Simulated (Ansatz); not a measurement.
# CaC8: the cost of one run

Computed with Ansatz 0.2.0 (DFT PBE+D3(BJ), scalar-relativistic, plane waves, PAW, unless a step's input says otherwise).

### Step 1. The starting structure

Symmetry: P6/mmm, No. 191, hexagonal system. Conventional cell: a = 4.999 Å, b = 4.999 Å, c = 4.368 Å, α = 90.00°, β = 90.00°, γ = 120.00°. Ca (site symmetry 6/mmm) has 12 C at 2.62 Å as nearest neighbours. Around C (site symmetry mm2) lie 3 C at 1.43 to 1.45 Å. C (site symmetry -6m2) has 3 C at 1.43 Å as nearest neighbours.

Coordinates:

```
CELL_PARAMETERS angstrom
4.99873 0.00000 0.00000
-2.49937 4.32903 0.00000
0.00000 0.00000 4.36803
ATOMIC_POSITIONS crystal
Ca 0.00000 0.00000 0.50000
C 0.33551 0.16776 0.00000
C 0.33333 0.66667 0.00000
C 0.83224 0.16776 0.00000
C 0.83224 0.66449 0.00000
C 0.16776 0.33551 0.00000
C 0.16776 0.83224 0.00000
C 0.66667 0.33333 0.00000
C 0.66449 0.83224 0.00000
```

The start is the relaxed end of an invented cell (made as: Ca between sheets of the C type, stage 1 (P6/mmm, No. 191)), taken up again for a closer look.

### Step 2. The guess as it stands, on a coarse mesh

Contents of input.yaml:

```yaml
crystal:
  lattice:
    - [4.99873, 0.0, 0.0]
    - [-2.499365, 4.3290272, 0.0]
    - [0.0, 0.0, 4.3680331]
  atoms:
    - { symbol: Ca, position: [0.0, 0.0, 0.5] }
    - { symbol: C, position: [0.335514, 0.167757, 0.0] }
    - { symbol: C, position: [0.3333333, 0.6666667, 0.0] }
    - { symbol: C, position: [0.832243, 0.167757, 0.0] }
    - { symbol: C, position: [0.832243, 0.664486, 0.0] }
    - { symbol: C, position: [0.167757, 0.335514, 0.0] }
    - { symbol: C, position: [0.167757, 0.832243, 0.0] }
    - { symbol: C, position: [0.6666667, 0.3333333, 0.0] }
    - { symbol: C, position: [0.664486, 0.832243, 0.0] }
basis:
  ecutwfc: 420
kpoints:
  mp_grid: { grid: [6, 6, 4] }
hamiltonian:
  xc: pbe
  dispersion: d3bj
scf:
  occupations: { method: gaussian, width: 0.1 }
  lower_state_search: "off"
output:
  forces: true
  stress: true
  eigenvalues: true
```

The run is started by

```bash
$ ansatz run input.yaml --threads 4 --pin off --max-ram 8192MiB --backend cpu --events-out ev --progress --plain --runs-dir out
```

Q: Estimate wall time and peak memory on 4 threads of Arm Neoverse V1, shared host.

About 1.9 s, with a peak of 0.4 GiB.
